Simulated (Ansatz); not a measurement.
# Pt: the cost of one run

Program: Ansatz 0.2.0. Level of theory: DFT LDA, scalar-relativistic, plane waves, PAW. These are calculated values, not measurements.

The COD entry's cell or inner coordinates are ideal or old and differ from later refinements, so a difference from it is no clean test against experiment.

### Step 1. Starting point

It takes space group Fm-3m (No. 225, cubic). Conventional cell: a = 3.916 Å, b = 3.916 Å, c = 3.916 Å, α = 90.00°, β = 90.00°, γ = 90.00°. Pt (site symmetry m-3m) has 12 Pt at 2.77 Å as nearest neighbours.

Coordinates:

```cif
data_structure
_symmetry_space_group_name_H-M 'P 1'
_symmetry_Int_Tables_number 1
_cell_length_a 2.7689
_cell_length_b 2.7689
_cell_length_c 2.7689
_cell_angle_alpha 60.000
_cell_angle_beta 60.000
_cell_angle_gamma 60.000
_cell_volume 15.01
loop_
_atom_site_label
_atom_site_type_symbol
_atom_site_fract_x
_atom_site_fract_y
_atom_site_fract_z
_atom_site_occupancy
Pt1 Pt 0.00000 0.00000 0.00000 1
```

No relaxation comes first: the listed cell is the starting point.

### Step 2. The reference: the undisturbed cell on the scan's mesh

input.yaml reads:

```yaml
crystal:
  lattice:
    - [0.0, 1.9579, 1.9579]
    - [1.9579, 0.0, 1.9579]
    - [1.9579, 1.9579, 0.0]
  atoms:
    - { symbol: Pt, position: [0.0, 0.0, 0.0] }
basis:
  ecutwfc: 420
kpoints:
  mp_grid: { grid: [24, 24, 24] }
hamiltonian:
  xc: lda
scf:
  occupations: { method: gaussian, width: 0.15 }
output:
  forces: true
  stress: true
  eigenvalues: true
```

Command:

```console
> ansatz run input.yaml --threads 1 --pin off --max-ram 1228MiB --backend cpu --events-out ev --progress --plain --runs-dir out
```

What time and memory should one allow on 1 thread of an Arm CPU, shared host?

About 6.9 s, with a peak of 0.33 GiB.
